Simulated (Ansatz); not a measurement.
# C7H14: up Jacob's ladder to CCSD(T)

One table from this session's results is given with a row withheld; the runs are named, their logs left out.

Computed with Ansatz 0.2.0, Gaussian basis. Level: functionals in def2-TZVPP, the program's frozen cores in correlated methods.

The runs, in order: PBE-D4, r2SCAN-D4, PBE0-D4, B3LYP-D4, ωB97X-V, ωB97M-V, B2PLYP; CCSD(T)/def2-TZVPP; MP2/def2-QZVPP; extrapolation to the limit.

## Structure used throughout

The geometry comes from an earlier relaxation with PBE0-D4 in a triple-zeta def2 set; it is a stationary point, not always the lowest conformer.

SMILES `C=CCCCCC`, 21 atoms, charge 0, spin multiplicity 1.

Atoms are counted from 1 here; the program's logs count them from 0.

Bond lengths: C1–C2 1.326 Å, C1–H8 1.084 Å, C1–H9 1.086 Å, C2–C3 1.492 Å, C2–H10 1.090 Å, C3–C4 1.529 Å, C3–H11 1.094 Å, C3–H12 1.097 Å, C4–C5 1.524 Å, C4–H13 1.095 Å, C4–H14 1.096 Å, C5–C6 1.524 Å, C5–H15 1.096 Å, C5–H16 1.095 Å, C6–C7 1.520 Å, C6–H17 1.095 Å, C6–H18 1.095 Å, C7–H19 1.092 Å and more. Angles: C2–C1–H8 121.7°, C2–C1–H9 121.3°, H8–C1–H9 116.9°, C1–C2–C3 125.4°, C1–C2–H10 118.8°, C3–C2–H10 115.8°, C2–C3–C4 113.0°, C2–C3–H11 109.5°, C2–C3–H12 109.0°, C4–C3–H11 110.5°, C4–C3–H12 108.2°, H11–C3–H12 106.4°, C3–C4–C5 114.4°, C3–C4–H13 108.7°, C3–C4–H14 108.8°, C5–C4–H13 110.0°, C5–C4–H14 108.7°, H13–C4–H14 105.8° and more.

Set-up of the first run:

in.yaml

```yaml
crystal:
  periodic: [false, false, false]
  atoms:
    - {symbol: C, position_ang: [-2.143510, 1.887402, 0.295315]}
    - {symbol: C, position_ang: [-1.078901, 1.896021, -0.494302]}
    - {symbol: C, position_ang: [-0.541282, 0.717321, -1.234125]}
    - {symbol: C, position_ang: [0.915806, 0.409138, -0.886899]}
    - {symbol: C, position_ang: [1.155309, 0.074681, 0.580692]}
    - {symbol: C, position_ang: [0.384255, -1.131933, 1.103367]}
    - {symbol: C, position_ang: [0.680979, -2.425988, 0.363488]}
    - {symbol: H, position_ang: [-2.482688, 2.782010, 0.804765]}
    - {symbol: H, position_ang: [-2.719382, 0.980865, 0.457174]}
    - {symbol: H, position_ang: [-0.528446, 2.827924, -0.623281]}
    - {symbol: H, position_ang: [-1.174374, -0.154732, -1.042982]}
    - {symbol: H, position_ang: [-0.602758, 0.914362, -2.311338]}
    - {symbol: H, position_ang: [1.261665, -0.413619, -1.520458]}
    - {symbol: H, position_ang: [1.533443, 1.273657, -1.155382]}
    - {symbol: H, position_ang: [2.227921, -0.097992, 0.727508]}
    - {symbol: H, position_ang: [0.897769, 0.946133, 1.191757]}
    - {symbol: H, position_ang: [-0.690668, -0.925726, 1.067609]}
    - {symbol: H, position_ang: [0.624146, -1.260083, 2.163915]}
    - {symbol: H, position_ang: [0.166973, -3.272214, 0.825138]}
    - {symbol: H, position_ang: [1.752872, -2.645956, 0.368593]}
    - {symbol: H, position_ang: [0.360870, -2.381253, -0.680564]}
basis:
  gaussian: {orbitals: def2-TZVPP}
hamiltonian: {xc: pbe, dispersion: d4}
output: {forces: true, orbitals: {seedname: orbitals}}
```

Started as:

```bash
$ ansatz run in.yaml --threads 2 --pin off --events-out ev --progress --plain --max-ram 32768MiB --backend cuda --devices 0, --max-vram 18GiB
```

Among the steps run: PBE-D4 (GGA); r2SCAN-D4 (meta-GGA); PBE0-D4 (hybrid); B3LYP-D4 (hybrid); ωB97X-V (range-separated); ωB97M-V (range-separated); B2PLYP (double hybrid); CCSD(T) in def2-TZVPP; MP2 in def2-QZVPP.

One of the session's tables, all rows but one given; the rest of the session is left out.

```
            method  atomisation energy (eV)
            PBE-D4                        ?
         r2SCAN-D4                   88.533
           PBE0-D4                   89.057
          B3LYP-D4                   88.469
           ωB97X-V                   88.404
           ωB97M-V                   88.569
            B2PLYP                   87.554
     HF/def2-TZVPP                   67.074
    MP2/def2-TZVPP                   87.360
   CCSD/def2-TZVPP                   85.475
CCSD(T)/def2-TZVPP                   86.529
           MP2/CBS                   89.145
       CCSD(T)/CBS                   88.314
```

Estimate the missing values for PBE-D4.

As computed: atomisation energy (eV): 90.019. In the column «atomisation energy (eV)» it is the highest.
